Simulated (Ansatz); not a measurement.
# InH5O (SMILES [OH2+][InH3-]): one structure at several levels

One table from this session's results is given with a row withheld; the runs are named, their logs left out.

The runs use Ansatz 0.2.0, Gaussian basis; single points in def2-TZVPP.

Cores are frozen in the correlated methods. Filled d shells of the heavier atoms are correlated. Core potentials replace the inner electrons past krypton, and spin-orbit coupling is left out.

## The system as given

SMILES `[OH2+][InH3-]`, 7 atoms, charge 0, spin multiplicity 1.

Atoms are counted from 1 here; the program's logs count them from 0.

Bond lengths: O1–In2 2.328 Å, O1–H3 0.989 Å, O1–H4 0.886 Å, In2–H5 1.399 Å, In2–H6 1.725 Å, In2–H7 1.656 Å. Angles: In2–O1–H3 109.1°, In2–O1–H4 102.5°, H3–O1–H4 102.2°, O1–In2–H5 104.7°, O1–In2–H6 90.1°, O1–In2–H7 103.0°, H5–In2–H6 108.0°, H5–In2–H7 124.9°, H6–In2–H7 118.6°.

Geometry (Å):

```
O    -0.0378   -1.3283   -0.0312
In    0.3056    0.9619   -0.2643
H     0.2369   -1.6065    0.8772
H    -0.9207   -1.3856    0.0147
H    -0.4927    1.3312   -1.3526
H    -0.5950    1.2479    1.1791
H     1.9551    1.0979   -0.2095
```

Set-up of the first run:

run/in.yaml reads:

```yaml
crystal:
  periodic: [false, false, false]
  atoms:
    - {symbol: O, position_ang: [-0.037800, -1.328300, -0.031200]}
    - {symbol: In, position_ang: [0.305600, 0.961900, -0.264300]}
    - {symbol: H, position_ang: [0.236900, -1.606500, 0.877200]}
    - {symbol: H, position_ang: [-0.920700, -1.385600, 0.014700]}
    - {symbol: H, position_ang: [-0.492700, 1.331200, -1.352600]}
    - {symbol: H, position_ang: [-0.595000, 1.247900, 1.179100]}
    - {symbol: H, position_ang: [1.955100, 1.097900, -0.209500]}
basis:
  gaussian: {orbitals: def2-TZVPP}
correlation: {method: ccsd_t}
output: {forces: true}
```

The command line of these runs was not kept.

Among the steps run: CCSD(T)/def2-TZVPP; PBE0-D4/def2-TZVPP; wB97M-V/def2-TZVPP; r2SCAN-D4/def2-TZVPP; PBE-D4/def2-TZVPP; SPW92/def2-TZVPP; r2SCANh-D4/def2-TZVPP.

One table of the session follows, with a row left open; its other results are not shown here.

```
    method  RMS force component (eV/Å)  angle to CCSD(T) forces (°)  dipole (D)
   CCSD(T)                       2.843                    reference        3.60
   PBE0-D4                       2.845                          1.2        3.62
   wB97M-V                       2.850                          0.8        3.61
 r2SCAN-D4                       2.826                          0.7        3.64
    PBE-D4                       2.891                          3.8        3.61
     SPW92                           ?                            ?           ?
r2SCANh-D4                       2.816                          1.1        3.64
```

Estimate the missing values for SPW92.

**Answer.** RMS force component (eV/Å): 2.870; angle to CCSD(T) forces (°): 5.4; dipole (D): 3.61. In the column «RMS force component (eV/Å)» it lies between wB97M-V (2.850) and PBE-D4 (2.891).
